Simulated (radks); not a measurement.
# Rb²⁺ in [Ar] 3d10 4s2 4p5: an all-electron calculation

The task here is to estimate one member of a computed series from the others.

Program: radks (a radial shooting solver on a logarithmic mesh, Libxc functionals) version 1. Level of theory: scalar-relativistic Kohn-Sham, r2SCAN, spin-polarised, spherical densities, finite nucleus; open shells are filled with parallel spins first. These are calculated values, not measurements, unless marked.

## Starting point

```
element            : rubidium (Z = 37)
charge             : +2
electrons          : 35
configuration      : [Ar] 3d10 4s2 4p5
nuclear rms radius : 4.2036 fm
```

Outer shells as boxes (Hund's rule):

Rb²⁺
```
[Ar] core
3d [↑↓][↑↓][↑↓][↑↓][↑↓]
4s [↑↓]
4p [↑↓][↑↓][↑ ]
```

The first run:

Settings of this run:

```text
Z 37
configuration [Ar] 3d10 4s2 4p5 5s0 4d0 5p0 4f0
relativity scalar-relativistic
functional r2scan,r2scan
spin polarised
nucleus finite rms 4.2036 fm
c 137.035999084
```

One of the session's tables, all rows but one given; the rest of the session is left out.

It belongs to the step «Radial structure». From the orbitals of this run (lengths in bohr):

```
  level      <r>  outermost maximum (interpolated)  90 % within  nodes
  1s up  0.04030                            0.0263       0.0721      0
1s down  0.04030                            0.0263       0.0721      0
  2s up   0.1777                             0.149        0.275      1
2s down   0.1777                             0.149        0.275      1
  2p up   0.1551                             0.120        0.253      0
2p down   0.1551                             0.120        0.253      0
  3s up   0.5092                             0.450        0.756      2
3s down   0.5093                             0.450        0.756      2
  3p up   0.5178                             0.446        0.787      1
3p down   0.5178                             0.446        0.787      1
  3d up   0.5249                             0.394        0.854      0
3d down   0.5243                             0.395        0.852      0
  4s up    1.427                              1.25         2.09      3
4s down    1.430                              1.25         2.10      3
  4p up        ?                                 ?            ?      ?
4p down    1.638                              1.40         2.44      2
  4d up    2.456                              1.95         3.86      1
4d down    2.565                              1.98         4.07      1
```

Q: Estimate the row for 4p up from the others.

**Answer.** <r>: 1.629; outermost maximum (interpolated): 1.40; 90 % within: 2.42; nodes: 2. In the column «<r>» it lies between 4s down (1.430) and 4p down (1.638).

To keep in mind: Open shells are spherical and high-spin; term and fine-structure splittings are not resolved.
